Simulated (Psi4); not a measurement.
**SCAN/def2-TZVP (sweep point 6) run of BBrF2 (SMILES FB(F)Br)**

Aim: the vertical singlet–triplet gap of BBrF2 at SCAN/def2-TZVP (sweep point 6), from 2 runs. 

The results are computed with Psi4 1.11.

4 further runs of the same task are left out: 4 set aside as unsound or not needed.

## (1) The molecule

BBrF2: 4 atoms, total charge 0, spin state singlet. SMILES: `FB(F)Br`. The coordinates come from a PBE0-D4/def2-TZVP relaxation.

Bond lengths: F1–B2 1.309 Å, B2–F3 1.309 Å, B2–Br4 1.903 Å. Angles: F1–B2–F3 119.2°, F1–B2–Br4 120.4°, F3–B2–Br4 120.4°.

## (2) A single-point energy at SCAN/def2-TZVP (sweep point 6)

input.inp

```
memory 1600 MB

molecule {
  0 1
  F     -0.215650    -1.366490    -0.109870
  B     -0.127940    -0.063330    -0.022770
  F     -1.212420     0.659630    -0.144250
  Br     1.556010     0.770190     0.276890
  symmetry c1
}

set basis def2-TZVP
set reference rks
set puream true
set scf_type pk
set dft_radial_points 99
set dft_spherical_points 590

e = energy('scan')
print_variables()
```

Command:

```sh
psi4 -i input.inp -o input.out -n 1
```

input.out:

```text
[...]
  Running in c1 symmetry.
[...]
  Nuclear repulsion =  222.994940053662901
[...]
  Multiplicity = 1
[...]
  Nalpha       = 29
  Nbeta        = 29
[...]
    Number of basis functions: 141
[...]
   @RKS iter   1: -2798.65785319809493   -1.34123e+00   1.16950e-02 ADIIS/DIIS
[...]
   @RKS iter   8: -2799.06765240405412   -1.02973e-07   2.92278e-07 DIIS
[...]
    Orbital Energies [Eh]
    ---------------------
    Doubly Occupied:
       1A   -482.293960     2A    -62.319566     3A    -56.103510
       4A    -56.101890     5A    -56.101362     6A    -24.528316
       7A    -24.528307     8A     -8.655270     9A     -6.785987
      10A     -6.456895    11A     -6.450150    12A     -6.448104
      13A     -2.552622    14A     -2.550920    15A     -2.549480
      16A     -2.544406    17A     -2.544315    18A     -1.231284
      19A     -1.204383    20A     -0.775014    21A     -0.564309
      22A     -0.525092    23A     -0.484088    24A     -0.481203
      25A     -0.425791    26A     -0.410026    27A     -0.376931
      28A     -0.310568    29A     -0.296408
[...]
  @RKS Final Energy: -2799.06765240405412
   => Energetics <=
    Nuclear Repulsion Energy =            222.9949400536629014
    One-Electron Energy =               -4338.4579713915763932
    Two-Electron Energy =                1432.9607004277963824
    DFT Exchange-Correlation Energy =    -116.5653214939364517
    Empirical Dispersion Energy =           0.0000000000000000
    VV10 Nonlocal Energy =                  0.0000000000000000
    Total Energy =                      -2799.0676524040541153
[...]
 Multipole Moments:
 ------------------------------------------------------------------------------------
     Multipole            Electronic (a.u.)      Nuclear  (a.u.)        Total (a.u.)
 ------------------------------------------------------------------------------------
 L = 1.  Multiply by 2.5417464519 to convert [e a0] to [Debye]
 Dipole X            :          3.4136296           -3.3408945            0.0727351
 Dipole Y            :          1.6896542           -1.6536659            0.0359883
 Dipole Z            :          0.6074434           -0.5945056            0.0129378
 Magnitude           :                                                    0.0821763
[...]
```

Run time: 31 s. Hardware: 1 thread of Intel Xeon at 2.70GHz, shared host; peak memory 1.1 GiB.

## (3) The triplet

job.inp

```
memory 1600 MB

molecule {
  0 3
  F     -0.215650    -1.366490    -0.109870
  B     -0.127940    -0.063330    -0.022770
  F     -1.212420     0.659630    -0.144250
  Br     1.556010     0.770190     0.276890
  symmetry c1
}

set {
  basis                def2-TZVP
  reference            uks
  puream               true
  scf_type             pk
  dft_radial_points    99
  dft_spherical_points 590
  maxiter              100
}

e, wfn = energy('scan', return_wfn=True)
```

Command:

```sh
psi4 job.inp job.out -n 1
```

job.out:

```text
[...]
  Running in c1 symmetry.
[...]
  Nuclear repulsion =  222.994940053662901
[...]
  Multiplicity = 3
[...]
  Nalpha       = 30
  Nbeta        = 28
[...]
    Number of basis functions: 141
[...]
   @UKS iter   1: -2798.39206129500099   -1.07543e+00   1.12628e-02 DIIS/ADIIS
[...]
   @UKS iter  11: -2798.81111866194715   -3.93538e-09   6.66294e-07 DIIS
[...]
   @S^2 Observed:                2.008355550E+00
[...]
    Orbital Energies [Eh]
    ---------------------
    Alpha Occupied:
       1A   -482.387989     2A    -62.411366     3A    -56.199285
       4A    -56.193401     5A    -56.192053     6A    -24.483670
       7A    -24.483659     8A     -8.746184     9A     -6.685278
      10A     -6.554190    11A     -6.540516    12A     -6.533997
      13A     -2.649019    14A     -2.646514    15A     -2.641676
      16A     -2.631407    17A     -2.630907    18A     -1.187203
      19A     -1.161826    20A     -0.851033    21A     -0.530152
      22A     -0.484956    23A     -0.479050    24A     -0.447283
      25A     -0.411982    26A     -0.385370    27A     -0.385283
      28A     -0.371587    29A     -0.361585    30A     -0.055832
    Alpha Virtual:
[...]
  @UKS Final Energy: -2798.81111866194715
   => Energetics <=
    Nuclear Repulsion Energy =            222.9949400536629014
    One-Electron Energy =               -4336.4258594697694207
    Two-Electron Energy =                1431.1794188534693149
    DFT Exchange-Correlation Energy =    -116.5596180993098443
    Empirical Dispersion Energy =           0.0000000000000000
    VV10 Nonlocal Energy =                  0.0000000000000000
    Total Energy =                      -2798.8111186619471482
[...]
 Multipole Moments:
 ------------------------------------------------------------------------------------
     Multipole            Electronic (a.u.)      Nuclear  (a.u.)        Total (a.u.)
 ------------------------------------------------------------------------------------
 L = 1.  Multiply by 2.5417464519 to convert [e a0] to [Debye]
 Dipole X            :          4.5829070           -3.3408945            1.2420125
 Dipole Y            :          2.2684045           -1.6536659            0.6147386
 Dipole Z            :          0.8155441           -0.5945056            0.2210385
 Magnitude           :                                                    1.4033377
[...]
```

It took 51 s on 1 thread of Intel Xeon at 2.70GHz, shared host; peak memory 1.1 GiB.

## (4) What came out

Level: SCAN/def2-TZVP (sweep point 6).

| quantity | value |
| --- | --- |
| singlet: total energy | -2799.06765 Eh |
| singlet: dipole moment | 0.21 D |
| singlet: HOMO energy | -8.07 eV |
| singlet: LUMO energy | -1.07 eV |
| singlet: HOMO–LUMO gap | 7.00 eV |
| triplet: total energy | -2798.81112 Eh |
| triplet: dipole moment | 3.57 D |
| triplet: HOMO energy (highest over α and β) | -1.52 eV |
| triplet: ⟨S²⟩ | 2.008 |
| vertical energy of the triplet above the singlet | 6.981 eV |

What this shows: At this shape the triplet lies 6.98 eV (161 kcal/mol) above the singlet.
